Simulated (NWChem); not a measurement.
**ICl (iodine monochloride) at PBE0/def2-TZVP (core potential)**

Aim: the vertical ionisation energy of ICl (iodine monochloride) at PBE0/def2-TZVP (core potential), from 2 runs. 

Program for the calculation: NWChem 7.3.0.

4 further runs of the same task are left out: 2 that didn't finish, 2 set aside as unsound or not needed. Runs told in other sessions of the task aren't counted.

**1. The system as given**

The species is ICl (2 atoms), meant as a singlet with charge 0. SMILES: `ClI`. The shape is that of a PBE0-D4/def2-TZVP optimisation.

Bond lengths: Cl1–I2 2.312 Å.

**2. Energy and forces at PBE0/def2-TZVP (core potential)**

mymol.nw

```
start mymol
memory 2200 mb
geometry noautosym nocenter noautoz
   Cl       0.000000       0.000000      -0.002580
   I        0.000000       0.000000       2.309100
end
basis spherical bse
   * library def2-TZVP
end
ecp bse
   I library def2-TZVP
end
dft
   xc pbe0
   grid xfine
   convergence energy 1e-08
   maxiter 100
   mulliken
end
task dft gradient
```

Launch:

```sh
nwchem mymol.nw > mymol.out
```

Log:

```text
[...]
          Wavefunction type:  closed shell.
          No. of atoms     :     2
          No. of electrons :    42
[...]
          Charge           :     0
          Spin multiplicity:     1
[...]
          AO basis - number of functions:    87
[...]
              XC Information
              --------------
                         PBE0 Method XC Functional
                     Hartree-Fock (Exact) Exchange  0.250
          PerdewBurkeErnzerhof Exchange Functional  0.750
            Perdew 1991 LDA Correlation Functional  1.000 local
           PerdewBurkeErnz. Correlation Functional  1.000 non-local
[...]
 d= 0,ls=0.0,diis     1   -757.7539237822 -8.55D+02  8.81D-03  4.97D-01     5.5
[...]
 d= 0,ls=0.0,diis     8   -757.7786993382 -1.81D-09  8.48D-07  7.17D-09    34.3
         Total DFT energy =     -757.778699338175
      One electron energy =    -1346.927507324872
           Coulomb energy =      542.197505994814
    Exchange-Corr. energy =      -50.337393166995
 Nuclear repulsion energy =       97.288695158877
[...]
      Total Density - Mulliken Population Analysis
     ---------------------------------------------
    Atom       Charge   Shell Charges
 -----------   ------   -------------------------------------------------------
    1 Cl  17    17.18   2.01  0.43  1.52  1.15  0.85  4.19  1.67  1.09  2.81  1.40  0.01  0.05  0.00
    2 I   25    24.82   0.19 -0.78  1.62  0.99  1.21  0.73 -0.49  6.43  1.36  2.64  0.80  9.19  0.82  0.09  0.00  0.02
[...]
  wavefunction    = closed shell
                         DFT ENERGY GRADIENTS
    atom               coordinates                        gradient
                 x          y          z           x          y          z
   1 Cl      0.000000   0.000000  -0.004875   -0.000000  -0.000000   0.000026
   2 I       0.000000   0.000000   4.363566    0.000000   0.000000  -0.000026
[...]
```

Wall time 49 s (1 thread of Intel Xeon Platinum 8259CL at 2.50GHz (Skylake/Cascade Lake), shared host); peak memory 0.14 GiB.

**3. The doublet cation: a single-point energy at UPBE0/def2-TZVP (core potential)**

run.py

```python
from ase import Atoms
from ase.calculators.nwchem import NWChem

mol = Atoms('ClI', positions=[
    [-0.000000, 0.000000, -0.002580],
    [0.000000, -0.000000, 2.309100],
])

calc = NWChem(
    label='sp',
    theory='dft',
    memory='2200 mb',
    basis='def2-TZVP',
    basispar='spherical bse',
    charge=1,
    dft={'xc': 'pbe0', 'mult': '2', 'grid': 'xfine', 'convergence': 'energy 1e-08', 'iterations': '100', 'mulliken': None},
    task='energy',
    **{'ecp bse': {'I library': 'def2-TZVP'}},
)
mol.calc = calc

print(f"energy = {mol.get_potential_energy():.6f} eV")
```

Launch:

```sh
export ASE_NWCHEM_COMMAND="nwchem PREFIX.nwi > PREFIX.nwo"
python run.py
```

Log:

```text
energy = -20610.013719 eV
```

The calculator wrote sp.nwi:

```
title "sp"

permanent_dir sp

scratch_dir sp

start sp

geometry units angstrom nocenter noautosym noautoz
  Cl -0.0000000000000000e+00 0.0000000000000000e+00 -2.5799999999999998e-03
  I  0.0000000000000000e+00 -0.0000000000000000e+00 2.3090999999999999e+00
end

charge 1

memory 2200 mb

basis spherical bse noprint
   * library def2-TZVP
end

dft
  xc pbe0
  mult 2
  grid xfine
  convergence energy 1e-08
  iterations 100
  mulliken
end
ecp bse
  I library def2-TZVP
end

task dft energy
```

sp.nwo:

```text
Northwest Computational Chemistry Package (NWChem) 7.3.0
             --------------------------------------------------------

           Job information
           ---------------

    nwchem branch   = 7.3.0
    use scalapack   = T
    input           = sp.nwi
    prefix          = sp.
    data base       = sp/sp.db
    status          = startup
    nproc           =        1

           Memory information
           ------------------

    heap     =     72089594 doubles =      550.0 Mbytes
    stack    =     72089599 doubles =      550.0 Mbytes
    global   =    144179200 doubles =     1100.0 Mbytes (distinct from heap & stack)
    total    =    288358393 doubles =     2200.0 Mbytes
    verify   = yes
    hardfail = no

           Directory information
           ---------------------

  0 permanent = sp
  0 scratch   = sp

[... 70 lines left out ...]
  convergence criterion.
[... 17 lines left out ...]
          Convergence on gradient requested:  5.00D-04
[... 24 lines left out ...]
          Convergence aids based upon iterative change in
[... 30 lines left out ...]
 1-e energy   =   -1314.626851
[... 63 lines left out ...]
         Total DFT energy =     -757.404040384628
[... 2 lines left out ...]
    Exchange-Corr. energy =      -50.016777361249
[... 636 lines left out ...]
                     DFT Final Beta Molecular Orbital Analysis
[... 694 lines left out ...]
     --------------------------
     Expectation value of S2:
     --------------------------
      <S2> =      0.7540 (Exact =     0.7500)

 center of mass
 --------------
 x =   0.00000000 y =   0.00000000 z =   3.41984544

 moments of inertia (a.u.)
 ------------------
         523.158263425364           0.000000000000           0.000000000000
           0.000000000000         523.158263425364           0.000000000000
           0.000000000000           0.000000000000           0.000000000000

     Multipole analysis of the density
     ---------------------------------

     L   x y z        total         alpha         beta         nuclear
     -   - - -        -----         -----         ----         -------
     0   0 0 0      1.000000    -21.000000    -20.000000     42.000000

     1   1 0 0     -0.000000      0.000000     -0.000000      0.000000
[... 8 lines of this table left out ...]
     2   0 0 2     -6.076128   -249.269708   -232.824591    476.018171

 Task  times  cpu:       56.0s     wall:       56.0s
 Total times  cpu:       56.0s     wall:       56.0s
```

Run time: 58 s. Hardware: 1 thread of Intel Xeon Platinum 8259CL at 2.50GHz (Skylake/Cascade Lake), shared host; peak memory 0.12 GiB.

**4. What came out**

Level: PBE0/def2-TZVP (core potential).

| quantity | value |
| --- | --- |
| singlet ICl: total energy | -757.77870 Eh |
| singlet ICl: dipole moment | 1.13 D |
| singlet ICl: HOMO energy | -7.80 eV |
| singlet ICl: LUMO energy | -3.42 eV |
| singlet ICl: HOMO–LUMO gap | 4.38 eV |
| singlet ICl: largest force on an atom | 0.001 eV/Å |
| doublet cation: total energy | -757.40404 Eh |
| doublet cation: HOMO energy (highest over α and β) | -14.69 eV |
| doublet cation: LUMO energy (lowest over α and β) | -12.59 eV |
| doublet cation: ⟨S²⟩ | 0.754 |
| vertical ionisation energy (to the doublet cation) | 10.195 eV |

**Reading.** Removing an electron at fixed nuclei costs 10.19 eV (235 kcal/mol). −ε(HOMO) before ionisation, 7.80 eV, is 2.39 eV below this ionisation energy.
